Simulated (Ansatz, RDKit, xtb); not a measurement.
# C2H8F2SSi2: which of the isomers drawn lies lowest?

A sample of isomers of C2H8F2SSi2 is drawn. Aim: find which of them has the lowest free energy at 298.15 K, then its properties. The sample is small against all isomers, and the most stable one of this formula need not be in it.

Plan: many cheap relaxations first (GFN2-xTB), then density-functional screening, relaxation at r2SCAN-D4/def2-SVP, vibrations (at GFN2-xTB) and a final energy. The numbers are computed, not measured.

## 1. Drawing up candidates

Isomers were taken from a list of plausible structures; this is a sample, not all of them. That gives 6 candidates.

```tsv
label	SMILES	spin
c139	CC[Si](F)(F)S[SiH3]	singlet
c430	F[C@@H](C[SiH3])[Si@@H](F)S	singlet
c768	FC[SiH2]SC[SiH2]F	singlet
c829	FC(F)SC([SiH3])[SiH3]	singlet
c971	CC[Si@H](F)S[SiH2]F	singlet
c979	CSC([SiH2]F)[SiH2]F	singlet
```

Candidates are built by distance geometry, with a force field where one applies, in up to four conformers (letters a to d).

Q: Predict the outcome of this search (final energies at CCSD(T)/def2-SVP + MP2/def2-TZVPP - MP2/def2-SVP).

| quantity | value |
| --- | --- |
| lowest structure found | CC[Si](F)(F)S[SiH3], singlet |
| next finalist | CC[Si@H](F)S[SiH2]F, singlet, 5.2 kcal/mol higher in G |
| share at equilibrium, among the finalists | 100.0 % |

The lowest structure found is `CC[Si](F)(F)S[SiH3]`. Among the finalists first place is clear (5.2 kcal/mol); structures outside the list aren't covered. HF/STO-3G, r2SCAN-D4/def2-SVP, r2SCAN-D4/def2-SVP, relaxed, HF/def2-SVP and MP2/def2-SVP already put its bonding pattern lowest among the structures in one piece; GFN2-xTB favours the singlet CC[Si@H](F)S[SiH2]F (c971a, not a finalist). 2 minima inside the window were never screened. Lowest found is not proven lowest: the search is finite, and each finalist counts with one conformer. Only 6 drawn patterns were tried, so whole families of isomers are missing, and the result ranks this sample alone.
